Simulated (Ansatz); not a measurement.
Working through a ranking of polymorphs by energy of 2 structures of YSn3

With Ansatz 0.2.0, Python API.

Notebook, run cell by cell (the value of a cell's last expression is shown):

```python
import warnings

import ansatz as az
import numpy as np
import pandas as pd
import spglib
```

```python
PHASES = {
    "Fm-3m": (
        [(0.0, 3.820788, 3.820788), (3.820788, 0.0, 3.820788), (3.820788, 3.820788, 0.0)],
        [
            ("Y", (0.0, 0.0, 0.0)),
            ("Sn", (0.5, 0.5, 0.5)),
            ("Sn", (0.25, 0.25, 0.25)),
            ("Sn", (0.75, 0.75, 0.75)),
        ],
    ),
    "Pm-3m": (
        [(4.666, 0.0, 0.0), (0.0, 4.666, 0.0), (0.0, 0.0, 4.666)],
        [
            ("Y", (0.0, 0.0, 0.0)),
            ("Sn", (0.0, 0.5, 0.5)),
            ("Sn", (0.5, 0.0, 0.5)),
            ("Sn", (0.5, 0.5, 0.0)),
        ],
    ),
}
```

```python
def build(vectors, sites):
    crystal = az.Crystal(lattice=az.Lattice.of(vectors))
    for symbol, position in sites:
        crystal = crystal.atom(symbol, position)
    return crystal


def solve(name, crystal):
    calc = crystal.calculation()
    calc = calc.functional("r2scan")
    calc = calc.basis(530).kpoints(spacing=0.16)
    calc = calc.occupations("fermi_dirac", width=0.1).stress()
    calc = calc.band_table()
    calc = calc.relax(force_tolerance=0.03, max_steps=60, fix_cell=["shape"])
    return calc.run(threads=1)
```

```python
def volume_per_atom(outcome):
    return abs(np.linalg.det(outcome.lattice.cell_ang)) / len(outcome.lattice.sites)


def space_group(outcome):
    sites = outcome.report["lattice"]["sites"]
    kinds = sorted({site["symbol"] for site in sites})
    cell = (outcome.lattice.cell_ang, [site["position_frac"] for site in sites], [kinds.index(site["symbol"]) for site in sites])
    return spglib.get_spacegroup(cell, symprec=0.01)
```

```python
warnings.simplefilter("ignore")
```

```python
phases = {name: build(*cell) for name, cell in PHASES.items()}
```

```python
done = {}
for name, crystal in phases.items():
    done[name] = solve(name, crystal)
    print(f"{name}: {done[name].report['energy_sigma0_ev']:.4f} eV, {len(done[name].lattice.sites)} atoms")
```

    Fm-3m: -21976.0636 eV, 4 atoms
    Pm-3m: -21977.2699 eV, 4 atoms

```python
energy = {name: o.report["energy_sigma0_ev"] / len(o.lattice.sites) for name, o in done.items()}
lowest = min(energy.values())
rows = [(name, len(o.lattice.sites), 1000 * (energy[name] - lowest), volume_per_atom(o), space_group(o)) for name, o in done.items()]
rows.sort(key=lambda row: row[2])
print(pd.DataFrame(rows, columns=["phase", "atoms", "dE (meV/atom)", "V (A^3/atom)", "space group"]).round(4).to_string(index=False))
```

    phase  atoms  dE (meV/atom)  V (A^3/atom) space group
    Pm-3m      4         0.0000       25.9052 Pm-3m (221)
    Fm-3m      4       301.5735       27.5683 Fm-3m (225)

By space group at the end of each run: Pm-3m (+0 meV an atom, 25.9 Å³) and Fm-3m (+302 meV an atom, 27.6 Å³).

Caveats:
- Absolute energies stand on the zero of these potentials, so only differences at equal settings mean something.
- The run is spin-unpolarised.
- Atoms and volume are relaxed with the cell's shape held, which in cells of lower than cubic symmetry can hide stresses and shift volumes.
- The cells come from databases of deposited and of computed structures, and not all need be stable phases.
- The ranking holds among these structures alone, at zero temperature; the ground state may be another structure. Differences under 10 to 15 meV an atom lie within the error of mesh and functional.
- The whole script took 120 s on 1 thread of Arm Neoverse V2, on a shared host, peak memory 0.98 GiB.
